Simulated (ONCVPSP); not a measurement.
# Pseudopotential generation for Ta: ONCV, BLYP

Aim: build the potential from the settings below, then test how well it stands in for the atom: other configurations, scattering, ghost states and the plane-wave cutoff that it needs.

Method: ONCVPSP 4.0.1, BLYP, scalar-relativistic.

### 1 Settings

Typed settings, in words:

```
element                 : tantalum (Ta, Z = 73)
type                    : optimised norm-conserving Vanderbilt (ONCV)
frozen core             : [Xe] 4f14
valence charge          : 5
reference configuration : 5d3 6s1 6p1
partial waves           : 6s: rc 2.70 bohr, ncon 4, nbas 8, qcut 2 1/bohr, 2 projectors, debl 0.5 Ha; 6p: rc 4.00 bohr, ncon 4, nbas 7, qcut 2.3 1/bohr, 2 projectors, debl 3.2 Ha; 5d: rc 2.40 bohr, ncon 5, nbas 10, qcut 6.2 1/bohr, 2 projectors, debl 1.9 Ha
local potential         : polynomial inside 2.00 bohr (lpopt 5, dvloc0 4 Ha)
core correction         : polynomial model core, fcfact 0.15
```

The outer shells as boxes (Hund's rule for the drawing; the calculation is spin-unpolarised):

```
[Xe] core
4f [↑↓][↑↓][↑↓][↑↓][↑↓][↑↓][↑↓]
5d [↑ ][↑ ][↑ ][  ][  ]
6s [↑ ]
6p [↑ ][  ][  ]
```

### 2 The generation run

Ta.dat

```
# ATOM AND REFERENCE CONFIGURATION
# atsym  z   nc   nv     iexc    psfile
  Ta 73.00   12    3  -106131      upf
#
#   n    l    f
    1    0    2.00
    2    0    2.00
    2    1    6.00
    3    0    2.00
    3    1    6.00
    3    2   10.00
    4    0    2.00
    4    1    6.00
    4    2   10.00
    4    3   14.00
    5    0    2.00
    5    1    6.00
    5    2    3.00
    6    0    1.00
    6    1    1.00
#
# PSEUDOPOTENTIAL AND OPTIMIZATION
# lmax
    2
#
#   l,   rc,      ep,       ncon, nbas, qcut
    0    2.70    0.00    4    8    2.00
    1    4.00    0.00    4    7    2.30
    2    2.40    0.00    5   10    6.20
#
# LOCAL POTENTIAL
# lloc, lpopt,  rc(5),   dvloc0
    4    5    2.00    4.00
#
# VANDERBILT-KLEINMAN-BYLANDER PROJECTORs
# l, nproj, debl
    0    2    0.50
    1    2    3.20
    2    2    1.90
#
# MODEL CORE CHARGE
# icmod, fcfact, rcfact
    1    0.15    0.00
#
# LOG DERIVATIVE ANALYSIS
# epsh1, epsh2, depsh
   -2.00    5.00    0.02
#
# OUTPUT GRID
# rlmax, drl
    6.00    0.01
#
# TEST CONFIGURATIONS
# ncnf
    4
# nvcnf
#   n    l    f
    3
    5    2    3.00
    6    0    2.00
    6    1    0.00
#
    3
    5    2    3.00
    6    0    1.00
    6    1    0.00
#
    3
    5    2    3.00
    6    0    0.00
    6    1    0.00
#
    3
    5    2    2.00
    6    0    2.00
    6    1    1.00
#
```

The run is started by

```
$ oncvpsp.x < Ta.dat > Ta.out
```

What does the calculation give? Wanted: cutoffs for 1 and 0.1 mHa per electron, occupied waves; bound ghosts; GHOST(+) flags; largest test error; largest phase difference near zero energy, channels read; rms error of d²Exc/dn², without and with the model core.

The runs gave:

| quantity | value |
| --- | --- |
| cutoffs for 1 and 0.1 mHa per electron, occupied waves | 13 Ha and 22 Ha |
| bound ghosts | none found |
| GHOST(+) flags | s at 53 eV, p at 102 eV |
| largest test error (AE − PS) | -29 meV, for 5d2 6s2 6p1 |
| largest phase difference near zero energy, channels read | 0.019 rad |
| rms error of d²Exc/dn², without and with the model core | 7.30 and 2.71 mHa |

In words: By total energies transferability is fair: the largest error is 29 meV on 1.2 eV, for 5d2 6s2 6p1. By its cutoff, 13 Ha for the looser tolerance, it is soft on the atom at that tolerance. At the looser tolerance the 5d wave is the slowest; 6s needs 8 Ha. It is free of bound ghosts as far as tested. Near zero energy the phases of the channels with partial waves agree within 0.019 rad. The program also flags highly localised states, GHOST(+) (s, p). All of this concerns the isolated atom, not yet a solid.
